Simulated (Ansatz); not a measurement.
**GaH2+ (triplet): trial inputs and their diagnosis at scale of all distances = 1.753**

4 inputs are run for GaH2+ (triplet) as typed; the log has to tell whether the result can be used and what must change.

Program: Ansatz 0.2.0, Gaussian basis. Level of theory: the settings change from run to run. These are calculated values, not measurements.

8 further runs of the same task are left out: 6 that didn't finish, 2 set aside as unsound or not needed.

## 1. What is computed

The geometry derives from a PBE0/def2-TZVP stationary point (not a proven minimum). All distances are scaled together. No spin-orbit coupling is included. The filled d shell of Ga may be among the frozen orbitals whatever the setting's name suggests; the logs give the count.

3 atoms, charge 1, spin multiplicity 3.

Atoms are counted from 1 here; the program's logs count them from 0.

No contacts short enough for the rule that draws bonds.

## 2. Attempt 1

Contents of in.yaml:

```yaml
crystal:
  periodic: [false, false, false]
  atoms:
    - {symbol: Ga, position_ang: [0.000000, 0.000000, -0.070502]}
    - {symbol: H, position_ang: [0.000000, 1.820056, 2.438437]}
    - {symbol: H, position_ang: [0.000000, -1.820056, 2.438437]}
basis:
  gaussian: {orbitals: aug-cc-pVDZ}
total_charge: 1
magnetization: {spin_polarized: false, initial_magnetization: 8}
correlation: {method: mp2, electrons: outside_noble_gas}
```

Launch:

```sh
> ansatz run in.yaml --threads 1 --pin off --events-out ev --progress --plain --max-ram 2393MiB
```

Log, shortened:

```text
Functional definition: HF
  name "HF"
  cite "Fock, Z. Phys. 61, 126 (1930) doi:10.1007/BF01340294"
  parent pbe
[...]
576 factors; integrals over basis functions are off by at most 8.5e-4 eV
[...]
mean field -52294.25757885 eV, -1921.7785197018 hartree, gradient 2.1e-9 eV, S^2 20.000000; 26 other end points of the search recorded, 0 dependent functions left out
[...]
reference -52294.25757885 eV, -1921.7785197018 hartree; 20, 12 occupied and 34, 42 virtual orbitals, 576 factors
second order -0.45809985 eV of doubles, -0.01021712 eV of singles
Total energy: -52294.72589582 eV, -1921.7957300331 hartree
```

Run time: 15 s. Hardware: 1 thread of Arm Neoverse V2, shared host.

What is wrong: The run converged, which proves nothing about the input. Far too many unpaired electrons are asked for. Its energy belongs to the state of multiplicity 9, not to the triplet that was meant. Fix: set initial_magnetization to that of the wanted state.

## 3. Attempt 2

Contents of in.yaml:

```yaml
crystal:
  periodic: [false, false, false]
  atoms:
    - {symbol: Ga, position_ang: [0.000000, 0.000000, -0.070502]}
    - {symbol: H, position_ang: [0.000000, 1.820056, 2.438437]}
    - {symbol: H, position_ang: [0.000000, -1.820056, 2.438437]}
basis:
  gaussian: {orbitals: def2-SVP}
total_charge: 1
magnetization: {spin_polarized: false, initial_magnetization: 2}
correlation: {method: caspt2, electrons: outside_noble_gas}
scf: {lower_state_search: full}
output: {forces: true}
```

Launched as before.

Log:

```text
Error: YAML parse error: error: line 11 column 23: unknown variant `caspt2`, expected one of mp2, rpa, ccsd, ccsd_t, bccd, bccd_t, ccsdt, ccsdt_q, ccsdt_q_b, ccsdtq, fci, sc_nevpt2, fic_nevpt4_sd, fic_mrcisd_q, fic_mrcisd_q_relaxed
  --> <input>:11:23
   |
 9 | total_charge: 1
10 | magnetization: {spin_polarized: false, initial_magnetization: 2}
11 | correlation: {method: caspt2, electrons: outside_noble_gas}
   |                       ^ unknown variant `caspt2`, expected one of mp2, rpa, ccsd, ccsd_t, bccd, bccd_t, ccsdt, ccsdt_q, ccsdt_q_b, ccsdtq, fci, sc_nevpt2, fic_nevpt4_sd, fic_mrcisd_q, fic_mrcisd_q_relaxed
12 | scf: {lower_state_search: full}
13 | output: {forces: true}
   |
```

Wall time 0.03 s (1 thread of Arm Neoverse V2, shared host).

**Diagnosis.** The run was refused. The method's name isn't one that the program knows. Cure: name one from the list in the message.

## 4. Attempt 3

Contents of in.yaml:

```yaml
crystal:
  periodic: [false, false, false]
  atoms:
    - {symbol: Ga, position_ang: [0.000000, 0.000000, -0.070502]}
    - {symbol: H, position_ang: [0.000000, 1.820056, 2.438437]}
    - {symbol: H, position_ang: [0.000000, -1.820056, 2.438437]}
basis:
  gaussian: {orbitals: "6-31G*"}
total_charge: 1
magnetization: {spin_polarized: false, initial_magnetization: 2}
hamiltonian: {xc: {name: PBE0}}
correlation: {method: mp2, frozen_orbitals: {Ga: 0}}
```

Launched as before.

Log:

```text
Functional definition: PBE0
  name "PBE0"
  cite "Adamo & Barone, J. Chem. Phys. 110, 6158 (1999) doi:10.1063/1.478522"
  cite "Perdew, Burke & Ernzerhof, Phys. Rev. Lett. 77, 3865 (1996) doi:10.1103/PhysRevLett.77.3865"
  parent pbe
  parameter a = 0.25
  parameter kappa = 0.804
  parameter beta = 0.06672455060314922
  exchange = (1 - a)*pbe_x(kappa = kappa, mu = beta*pi^2/3) + a*exact_x
  correlation = pbe_c(beta = beta)
Error: "frozen_orbitals" has no count for H
```

Run time: 0.06 s. Hardware: 1 thread of Arm Neoverse V2, shared host.

**Diagnosis.** The run was refused. The frozen-orbital counts are incomplete or too large. Fix: leave frozen_orbitals out, or give each element a count that its core has.

## 5. Attempt 4

Contents of in.yaml:

```yaml
crystal:
  periodic: [false, false, false]
  atoms:
    - {symbol: Ga, position_ang: [0.000000, 0.000000, -0.070502]}
    - {symbol: H, position_ang: [0.000000, 1.820056, 2.438437]}
    - {symbol: H, position_ang: [0.000000, -1.820056, 2.438437]}
basis:
  gaussian: {orbitals: cc-pVDZ}
total_charge: 1
magnetization: {spin_polarized: false, initial_magnetization: 2}
correlation: {method: sc_nevpt2, electrons: valence, active_space: {window: {electrons: 4, orbitals: 4}, states: [{multiplicity: 3, weights: [1, 1]}], root: 2}}
```

The command is unchanged.

Log:

```text
Error: the active space averages no state 2, counted from zero
```

Wall time 0.03 s (1 thread of Arm Neoverse V2, shared host).

Diagnosis: The run was refused. The root asked for lies beyond the states averaged. Fix: average more states or name a lower root.

## 6. How the runs ended

| attempt | level | ended | cause | time |
| --- | --- | --- | --- | --- |
| 1 | MP2 on ROHF/aug-cc-pVDZ | converged | far too many unpaired electrons are asked for | 15 s |
| 2 | 'caspt2'/def2-SVP | refused | the method's name isn't one that the program knows | 0.03 s |
| 3 | MP2/6-31G* | refused | the frozen-orbital counts are incomplete or too large | 0.06 s |
| 4 | NEVPT2(4,4)/cc-pVDZ | refused | the root asked for lies beyond the states averaged | 0.03 s |

1 converged, 3 refused. The input that converges on a wrong geometry or spin is the dangerous one: no error points at it, so geometry and ⟨S²⟩ have to be checked.
